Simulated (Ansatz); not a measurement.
# ZrCu: pressure up to the limit of the methods

The task here is to estimate one member of a computed series from the others.

Method: DFT, LDA, PAW with Ansatz's default frozen-core files, scalar-relativistic, in Ansatz 0.2.0.

1 further run of the same task is left out (set aside as unsound or not needed).

**The starting structure**

The structure is cubic, space group Pm-3m (No. 221). The conventional cell has a = 3.253 Å, b = 3.253 Å, c = 3.253 Å, α = 90.00°, β = 90.00°, γ = 90.00°. Zr (site symmetry m-3m) is surrounded by 8 Cu at 2.82 Å. Around Cu (site symmetry m-3m) lie 8 Zr at 2.82 Å.

Coordinates:

```
Zr Cu
1.0
     3.25266    0.00000    0.00000
     0.00000    3.25266    0.00000
     0.00000    0.00000    3.25266
Zr Cu
1 1
Direct
  0.50000 0.50000 0.50000
  0.00000 0.00000 0.00000
```

Whether this phase is the stable one at these pressures isn't tested.

Atoms are numbered in the order of the input: Zr1, Cu2.

The first run:

Input file input.yaml:

```yaml
crystal:
  lattice:
    - [3.25266425, 0.0, 0.0]
    - [0.0, 3.25266425, 0.0]
    - [0.0, 0.0, 3.25266425]
  atoms:
    - { symbol: Zr, position: [0.5, 0.5, 0.5] }
    - { symbol: Cu, position: [0.0, 0.0, 0.0] }
kpoints:
  mp_grid: { grid: [11, 11, 11] }
  band_path:
    path:
      - [0.0, 0.0, 0.0]
      - [0.0, 0.5, 0.0]
      - [0.5, 0.5, 0.0]
      - [0.0, 0.0, 0.0]
      - [0.5, 0.5, 0.5]
      - [0.0, 0.5, 0.0]
      - [0.5, 0.5, 0.5]
      - [0.5, 0.5, 0.0]
    npoints: 6
scf:
  occupations: { method: fermi_dirac, width: 0.05 }
hamiltonian:
  xc: lda
  pseudopotentials: { kind: paw }
output:
  forces: true
  stress: true
  eigenvalues: true
  populations: true
```

The run is started by

```bash
ansatz run input.yaml --threads 1 --pin off --max-ram 2048MiB --backend cpu --events-out ev --progress --plain --runs-dir out
```

Steps of the session up to this table: Volume scaled by 1, PAW; Volume scaled by 0.85, PAW; Volume scaled by 0.6, PAW; Volume scaled by 0.5, PAW.

One of the session's tables, all rows but one given; the rest of the session is left out.

| method | volume over the first | volume (Å³/atom) | pressure (GPa) |
| --- | --- | --- | --- |
| PAW | 1 | 17.206 | -6.99 |
| PAW | 0.85 | ? | ? |
| PAW | 0.6 | 10.324 | 160.47 |
| PAW | 0.5 | 8.603 | 322.81 |

Estimate the missing values for PAW, 0.85.

As computed: volume (Å³/atom): 14.625; pressure (GPa): 18.67. In the column «volume (Å³/atom)» it lies between PAW, 0.6 (10.324) and PAW, 1 (17.206).
